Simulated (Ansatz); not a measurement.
# C2H7AlOSi: the cost of one run

The runs use Ansatz 0.2.0, Gaussian basis; functionals in def2-TZVPP, the program's frozen cores in correlated methods.

Levels to be run: PBE-D4, r2SCAN-D4, PBE0-D4, B3LYP-D4, ωB97X-V, ωB97M-V, B2PLYP; CCSD(T)/def2-TZVPP; MP2/def2-QZVPP; extrapolation to the limit.

### Step 1. The relaxed structure

The geometry comes from an earlier relaxation with PBE0-D4 in a triple-zeta def2 set; it is a stationary point, not always the lowest conformer.

SMILES `[CH3][Al]1[CH2]O[SiH2]1`, 12 atoms, charge 0, spin multiplicity 1.

Atoms are counted from 1 here; the program's logs count them from 0.

Bond lengths: C1–Al2 1.950 Å, C1–H6 1.094 Å, C1–H7 1.093 Å, C1–H8 1.096 Å, Al2–C3 2.004 Å, Al2–Si5 2.428 Å, C3–O4 1.447 Å, C3–H9 1.097 Å, C3–H10 1.097 Å, O4–Si5 1.677 Å, Si5–H11 1.495 Å, Si5–H12 1.495 Å. Angles: Al2–C1–H6 111.9°, Al2–C1–H7 112.2°, Al2–C1–H8 109.9°, H6–C1–H7 108.3°, H6–C1–H8 107.1°, H7–C1–H8 107.2°, C1–Al2–C3 136.5°, C1–Al2–Si5 151.9°, C3–Al2–Si5 71.6°, Al2–C3–O4 97.8°, Al2–C3–H9 116.9°, Al2–C3–H10 116.8°, O4–C3–H9 109.1°, O4–C3–H10 109.1°, H9–C3–H10 106.5°, C3–O4–Si5 113.4°, Al2–Si5–O4 77.2°, Al2–Si5–H11 123.9° and more.

### Step 2. PBE-D4 (GGA)

The input, in.yaml:

```yaml
crystal:
  periodic: [false, false, false]
  atoms:
    - {symbol: C, position_ang: [-1.524988, 0.628605, 1.768967]}
    - {symbol: Al, position_ang: [-0.282622, 0.052741, 0.380798]}
    - {symbol: C, position_ang: [0.737953, 0.921252, -1.109307]}
    - {symbol: O, position_ang: [1.363110, -0.270187, -1.640480]}
    - {symbol: Si, position_ang: [0.962935, -1.665135, -0.799686]}
    - {symbol: H, position_ang: [-1.295541, 1.635419, 2.129530]}
    - {symbol: H, position_ang: [-1.531043, -0.050469, 2.625383]}
    - {symbol: H, position_ang: [-2.545418, 0.654351, 1.369667]}
    - {symbol: H, position_ang: [0.148456, 1.400558, -1.900281]}
    - {symbol: H, position_ang: [1.516431, 1.638709, -0.822639]}
    - {symbol: H, position_ang: [2.187443, -2.328498, -0.256636]}
    - {symbol: H, position_ang: [0.340283, -2.672649, -1.711316]}
basis:
  gaussian: {orbitals: def2-TZVPP}
hamiltonian: {xc: pbe, dispersion: d4}
output: {forces: true, orbitals: {seedname: orbitals}}
```

Started as:

```
$ ansatz run in.yaml --threads 4 --pin off --events-out ev --progress --plain --max-ram 10444MiB
```

**Question.** How long does this run take on 4 threads of Arm Neoverse V1, shared host, and how much memory does it need?

About 3.2 s, with a peak of 0.38 GiB.
